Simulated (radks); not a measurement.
# Ionising tungsten step by step, W³⁸⁺ to W⁵⁶⁺

The task here is to estimate one member of a computed series from the others.

The numbers are computed with radks (a radial shooting solver on a logarithmic mesh, Libxc functionals) version 1 (non-relativistic Kohn-Sham, LB94 model potential, spin-polarised, spherical densities, point nucleus; open shells are filled with parallel spins first), except any that are marked as measured or tabulated.

**Starting point**

- element: tungsten (Z = 74)
- charges: 38 to 56
- first configuration: [Kr]
- last configuration: [Ar]

The outer shells:

W³⁸⁺
```
[Ar] core
3d [↑↓][↑↓][↑↓][↑↓][↑↓]
4s [↑↓]
4p [↑↓][↑↓][↑↓]
```

W⁵⁶⁺
```
[Ne] core
3s [↑↓]
3p [↑↓][↑↓][↑↓]
```

LB94 adds a gradient term to the LDA potential that gives it a −1/r tail. It is a model potential with no energy functional, so Etot and Exc are not given.

Set-up of the first run:

The run's settings:

```text
Z 74
configuration [Kr]
relativity non-relativistic
functional lda,pw
model_potential LB94
spin polarised
nucleus point
```

Among the steps run: W³⁸⁺, [Kr].

One table of the session follows, with a row left open; its other results are not shown here.

From the orbitals of this run (lengths in bohr):

| level | <r> | outermost maximum (interpolated) | 90 % within | nodes |
| --- | --- | --- | --- | --- |
| 1s | 0.02045 | 0.0136 | 0.0363 | 0 |
| 2s | 0.08629 | 0.0739 | 0.132 | 1 |
| 2p | ? | ? | ? | ? |
| 3s | 0.2164 | 0.202 | 0.314 | 2 |
| 3p | 0.2063 | 0.190 | 0.306 | 1 |
| 3d | 0.1804 | 0.149 | 0.278 | 0 |
| 4s | 0.4321 | 0.425 | 0.609 | 3 |
| 4p | 0.4288 | 0.421 | 0.610 | 2 |

**Question.** Estimate the row for 2p.

The run gave: <r>: 0.07297; outermost maximum (interpolated): 0.0574; 90 % within: 0.118; nodes: 0. In the column «<r>» it lies between 1s (0.02045) and 2s (0.08629).

Caveats from the session: Relativity is left out here, which matters for elements this heavy. Open shells are spherical and high-spin; term and fine-structure splittings are not resolved.
